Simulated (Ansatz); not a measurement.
# SrPb2N2: the cost of one run

Program: Ansatz 0.2.0. Level of theory: DFT PBE, scalar-relativistic, plane waves, PAW. These are calculated values, not measurements.

**1. The structure to begin with**

The structure is trigonal, space group P-3m1 (No. 164). Conventional cell: a = 3.582 Å, b = 3.582 Å, c = 9.485 Å, α = 90.00°, β = 90.00°, γ = 120.00°. Sr (site symmetry -3m) is surrounded by 6 N at 2.64 Å. Pb (site symmetry 3m) has 3 N at 2.43 Å as nearest neighbours. N (site symmetry 3m) is surrounded by 3 Pb at 2.43 Å and 3 Sr at 2.64 Å.

Structure file:

```
Sr Pb N
1.0
     3.58243    0.00000    0.00000
    -1.79121    3.10247    0.00000
     0.00000    0.00000    9.48496
Sr Pb N
1 2 2
Direct
  0.00000 0.00000 0.50000
  0.66667 0.33333 0.19386
  0.33333 0.66667 0.80614
  0.66667 0.33333 0.67233
  0.33333 0.66667 0.32767
```

The structure comes from the Materials Project (structure only).

**2. One atom moved**

Against the listed cell: atom 4 (N) moved by 0.38 Å.

input.yaml

```yaml
crystal:
  lattice:
    - [3.5824279516, 0.0, 0.0]
    - [-1.7912139758, 3.1024736133, 0.0]
    - [0.0, 0.0, 9.4849625017]
  atoms:
    - { symbol: Sr, position: [0.0, 0.0, 0.5] }
    - { symbol: Pb, position: [0.6666666667, 0.3333333333, 0.19386487] }
    - { symbol: Pb, position: [0.3333333333, 0.6666666667, 0.80613513] }
    - { symbol: "N", position: [0.6666666667, 0.3333333333, 0.711864996] }
    - { symbol: "N", position: [0.3333333333, 0.6666666667, 0.32767127] }
basis:
  ecutwfc: 420
kpoints:
  mp_grid: { grid: [12, 12, 4] }
hamiltonian:
  xc: pbe
scf:
  occupations: { method: gaussian, width: 0.05 }
output:
  forces: true
  stress: true
  eigenvalues: true
  populations: true
```

Started as:

```
$ ansatz run input.yaml --threads 1 --pin off --max-ram 1331MiB --backend cpu --events-out ev --progress --plain --runs-dir out
```

**Question.** How long does this run take on 1 thread of an Arm CPU, shared host, and how much memory does it need?

About 48 s, with a peak of 0.42 GiB.
